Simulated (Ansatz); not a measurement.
Task: a formation energy from the elements of Mg5Pd and its elements, with the Ansatz DFT code, driven from Python. Give the script and its output. Level of theory (first run): LDA, PAW, cutoff 460 eV, 5×5×5 k-points, cold smearing of 0.05 eV.

The script, `formation_mg5pd.py`:
```python
"""Formation energy of Mg5Pd from the elements, after relaxing cells and atoms."""

from collections import Counter
import warnings

import ansatz
from ase import Atoms
import numpy as np

XC = "lda"
CUTOFF_EV = 460
K_SPACING = 0.3
OCCUPATIONS = "cold"
SMEARING_WIDTH = 0.05


def compute(name, crystal):
    calc = (
        crystal.calculation()
        .functional(XC)
        .basis(CUTOFF_EV)
        .kpoints(spacing=K_SPACING)
        .occupations(OCCUPATIONS, width=SMEARING_WIDTH)
        .stress()
    )
    calc = calc.relax(force_tolerance=0.03, cell=True)
    return calc.run(threads=1)


def counts(outcome):
    return Counter(site.symbol for site in outcome.lattice.sites)

def formation_energy(outcome, mu):
    n = counts(outcome)
    return (outcome.report["energy_sigma0_ev"] - sum(k * mu[element] for element, k in n.items())) / sum(n.values())


def volume_per_atom(outcome):
    return abs(np.linalg.det(outcome.lattice.cell_ang)) / len(outcome.lattice.sites)

warnings.simplefilter("ignore")

phases = {}
mg5pd = (
    ansatz.Lattice.from_parameters(5.258942, 5.258942, 4.8219, alpha=90.0, beta=90.0, gamma=120.0)
    .atom("Mg", (0.31303452, 0.0, 0.5))
    .atom("Mg", (0.68696548, 0.68696548, 0.5))
    .atom("Mg", (0.0, 0.31303452, 0.5))
    .atom("Mg", (1 / 3, 2 / 3, 0.0))
    .atom("Mg", (2 / 3, 1 / 3, 0.0))
    .atom("Pd", (0.0, 0.0, 0.0))
)
phases["Mg5Pd"] = mg5pd
atoms = Atoms(
    ["Mg", "Mg"],
    scaled_positions=[
        (1 / 3, 2 / 3, 0.25),
        (2 / 3, 1 / 3, 0.75),
    ],
    cell=[
        (3.2093, 0.0, 0.0),
        (-1.60465, 2.77933533, 0.0),
        (0.0, 0.0, 5.2103),
    ],
    pbc=True,
)
mg = ansatz.Crystal.from_ase(atoms)
phases["Mg"] = mg
atoms = Atoms(
    ["Pd"],
    scaled_positions=[
        (0.0, 0.0, 0.0),
    ],
    cell=[
        (0.0, 1.9465, 1.9465),
        (1.9465, 0.0, 1.9465),
        (1.9465, 1.9465, 0.0),
    ],
    pbc=True,
)
pd = ansatz.Crystal.from_ase(atoms)
phases["Pd"] = pd

done = {}
for name, crystal in phases.items():
    done[name] = compute(name, crystal)
    print(f"{name}: {done[name].report['energy_sigma0_ev']:.4f} eV, {len(done[name].lattice.sites)} atoms")

# energy of one atom in its reference phase
references = {"Mg": "Mg", "Pd": "Pd"}
mu = {element: done[name].report["energy_sigma0_ev"] / len(done[name].lattice.sites) for element, name in references.items()}

target = done["Mg5Pd"]
heat = formation_energy(target, mu)
rows = [(name, len(o.lattice.sites), volume_per_atom(o), formation_energy(o, mu)) for name, o in done.items()]
print("     phase       atoms  V (A^3/atom)  E_form (eV/atom)")
for row in rows:
    print(f"{str(row[0]):>10}  {row[1]:10d}  {row[2]:12.3f}  {row[3]:16.4f}")
```

```console
$ python formation_mg5pd.py
Mg5Pd: -16354.0529 eV, 6 atoms
Mg: -3803.2324 eV, 2 atoms
Pd: -6844.5988 eV, 1 atoms
     phase       atoms  V (A^3/atom)  E_form (eV/atom)
     Mg5Pd           6        18.458           -0.2288
        Mg           2        21.663            0.0000
        Pd           1        14.135            0.0000
```

Total energies depend on the potentials; only differences at equal settings carry meaning. For the metals among these phases the mesh is modest: differences between phases can be off by up to 40 meV an atom. The cells come from databases of deposited and of computed structures, and not all need be stable phases. The compound is the structure given, not necessarily its lowest; energies are at zero temperature, with no correction for gases. A semilocal functional's error on such energies is often 0.05 to 0.1 eV an atom, and 0.1 to 0.3 eV against gases such as O2 or F2. Hardware and time: 26 s on 1 thread of Arm Neoverse V2 (shared host), peak memory 0.42 GiB.
